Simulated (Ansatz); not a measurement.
**AsH4 (doublet): wave-function methods side by side, aug-cc-pVTZ**

The task here is to estimate one member of a computed series from the others.

Method: aug-cc-pVTZ, core rule «outside noble gas», up to 14 orbitals frozen; program: Ansatz 0.2.0, Gaussian basis.

Plan: UHF; CCSD(T) on ROHF; CCSD(T) on UHF; BCCD(T) on ROHF; CCSDT(Q) on ROHF; CCSDT(Q) on UHF; CASSCF and NEVPT2, 9 electrons in 8 orbitals.

4 further runs of the same task are left out: 4 set aside as unsound or not needed.

## The geometry

The geometry is a PBE0/def2-TZVPD stationary point (not a proven minimum) of the parent state, kept for this charge and spin. No spin-orbit coupling is included. The filled d shell of As may be among the frozen orbitals whatever the setting's name suggests; the logs give the count.

5 atoms, charge 0, spin multiplicity 2.

Atoms are counted from 1 here; the program's logs count them from 0.

Bond lengths: As1–H2 1.669 Å, As1–H3 1.669 Å, As1–H4 1.669 Å, As1–H5 1.669 Å. Angles: H2–As1–H3 93.8°, H2–As1–H4 93.8°, H2–As1–H5 150.3°, H3–As1–H4 150.3°, H3–As1–H5 93.8°, H4–As1–H5 93.8°.

Geometry (Å):

```
As    0.00000    0.00000    0.00000
H     0.27035    0.98080    1.32282
H    -0.95755   -1.06993    0.85045
H     0.15702    1.24839   -1.09626
H     0.53017   -1.15926   -1.07701
```

Set-up of the first run:

The input, in.yaml:

```yaml
crystal:
  periodic: [false, false, false]
  atoms:
    - {symbol: As, position_ang: [0.000000, 0.000000, 0.000000]}
    - {symbol: H, position_ang: [0.270354, 0.980803, 1.322816]}
    - {symbol: H, position_ang: [-0.957546, -1.069929, 0.850450]}
    - {symbol: H, position_ang: [0.157024, 1.248386, -1.096259]}
    - {symbol: H, position_ang: [0.530168, -1.159260, -1.077008]}
basis:
  gaussian: {orbitals: aug-cc-pVTZ}
magnetization: {spin_polarized: true, initial_magnetization: 1}
hamiltonian: {xc: hf}
output: {orbitals: {seedname: orbitals}}
```

Run with:

```bash
$ ansatz run in.yaml --threads 1 --pin off --events-out ev --progress --plain --max-ram 4096MiB --backend cpu
```

Steps of the session up to this table: UHF; CCSD(T) on ROHF; CCSD(T) on UHF; BCCD(T) on ROHF; CCSDT(Q) on ROHF; CCSDT(Q) on UHF; CASSCF and NEVPT2, 9 electrons in 8 orbitals.

One of the session's tables, all rows but one given; the rest of the session is left out.

```
        method  from UCCSDT(Q) (meV)
          ROHF               +6187.6
           UHF               +6101.3
          RMP2               +1167.2
          UMP2               +1191.0
         RCCSD                +276.2
         UCCSD                +272.3
      RCCSD(T)                 +47.7
      UCCSD(T)                 +47.2
       BCCD(T)                 +47.0
        RCCSDT                 +11.4
        UCCSDT                  +9.8
     RCCSDT(Q)                  +1.8
     UCCSDT(Q)                     0
CASSCF valence               +4318.5
NEVPT2 valence                     ?
```

Q: Estimate the row for NEVPT2 valence from the others.

As computed: from UCCSDT(Q) (meV): +990.1. In the column «from UCCSDT(Q) (meV)» it lies between RCCSD (+276.2) and RMP2 (+1167.2).

Caveats from the session: Restricted and unrestricted rows rest on different reference determinants; where their highest levels disagree by more than a few hundredths of an eV, they describe different states and don't form one ladder.
